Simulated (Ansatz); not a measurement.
# AsH2 (doublet): B2PLYP, RPA-PBE over a scan of the distance As1–H3, cc-pVDZ

Aim: run AsH2 (doublet) with these functionals over a scan of the distance As1–H3, and hold them against the top wave-function level at the same points.

Computed with Ansatz 0.2.0, Gaussian basis. Level: cc-pVDZ, all electrons in the functionals, frozen cores in the correlation of double hybrids and RPA.

To be run: B2PLYP, RPA-PBE, at 1.233 Å; 1.394 Å; 1.526 Å; 1.713 Å; 1.818 Å; 2.079 Å; 2.431 Å; 2.836 Å; 3.427 Å; 4.183 Å; 5.152 Å.

17 further runs of the same task are left out: 13 that didn't finish, 4 set aside as unsound or not needed. Runs told in other sessions of the task aren't counted.

## Step 1: The geometry

The geometry derives from a PBE0/def2-TZVP stationary point (not a proven minimum). One bond is set to the value named and the two fragments are kept rigid. No spin-orbit coupling is included. The filled d shell of As may be among the frozen orbitals whatever the setting's name suggests.

3 atoms, charge 0, spin multiplicity 2.

Atoms are counted from 1 here; the program's logs count them from 0.

Bond lengths: As1–H2 1.526 Å, As1–H3 1.526 Å. Angles: H2–As1–H3 90.7°.

No dispersion term is added.

The geometry shown and the zero of energy belong to the point 1.526 Å. The yardstick, FCI, and other wave-function levels (R restricted, U unrestricted, valence and pair active spaces) come from earlier runs.

## Step 2: B2PLYP, 1.233 Å

Contents of in.yaml:

```yaml
crystal:
  periodic: [false, false, false]
  atoms:
    - {symbol: As, position_ang: [0.000000, -0.025403, 0.002734]}
    - {symbol: H, position_ang: [0.000000, 1.047202, -1.083161]}
    - {symbol: H, position_ang: [0.000000, 0.841067, 0.879956]}
basis:
  gaussian: {orbitals: cc-pVDZ}
magnetization: {spin_polarized: true, initial_magnetization: 1}
hamiltonian: {xc: {name: B2PLYP}}
correlation: {electrons: outside_noble_gas}
```

The run is started by

```console
$ ansatz run in.yaml --threads 1 --pin off --events-out ev --progress --plain --max-ram 2393MiB
```

After this run come: B2PLYP, 1.394 Å; B2PLYP, 1.526 Å; B2PLYP, 1.713 Å; B2PLYP, 1.818 Å; B2PLYP, 2.079 Å; B2PLYP, 2.431 Å; B2PLYP, 2.836 Å; B2PLYP, 3.427 Å; B2PLYP, 4.183 Å; B2PLYP, 5.152 Å; RPA-PBE, 1.233 Å; RPA-PBE, 1.394 Å; RPA-PBE, 1.526 Å; RPA-PBE, 1.713 Å; RPA-PBE, 1.818 Å; RPA-PBE, 2.079 Å; RPA-PBE, 2.431 Å; RPA-PBE, 2.836 Å; RPA-PBE, 3.427 Å; RPA-PBE, 4.183 Å; RPA-PBE, 5.152 Å.

**Question.** What will the summary of the whole plan be? Wanted: span of the FCI curve; largest miss, B2PLYP; largest miss, RPA-PBE.

As calculated:

| quantity | value |
| --- | --- |
| span of the FCI curve | 280.3 kJ/mol |
| largest miss, B2PLYP | +26.2 kJ/mol (2.431 Å) |
| largest miss, RPA-PBE | +22.0 kJ/mol (2.836 Å) |

What this shows: Of the functionals, RPA-PBE keep the smallest largest miss at the points compared (at most 22.0 kJ/mol) and B2PLYP strays most (26.2 kJ/mol, at 2.431 Å). B2PLYP, RPA-PBE clearly break the spin symmetry at some points (⟨S²⟩ up to 1.01 above the pure value), so energy there is bought with a mixed spin. Functionals and the yardstick converge differently with the basis, so part of each miss in cc-pVDZ is the basis.
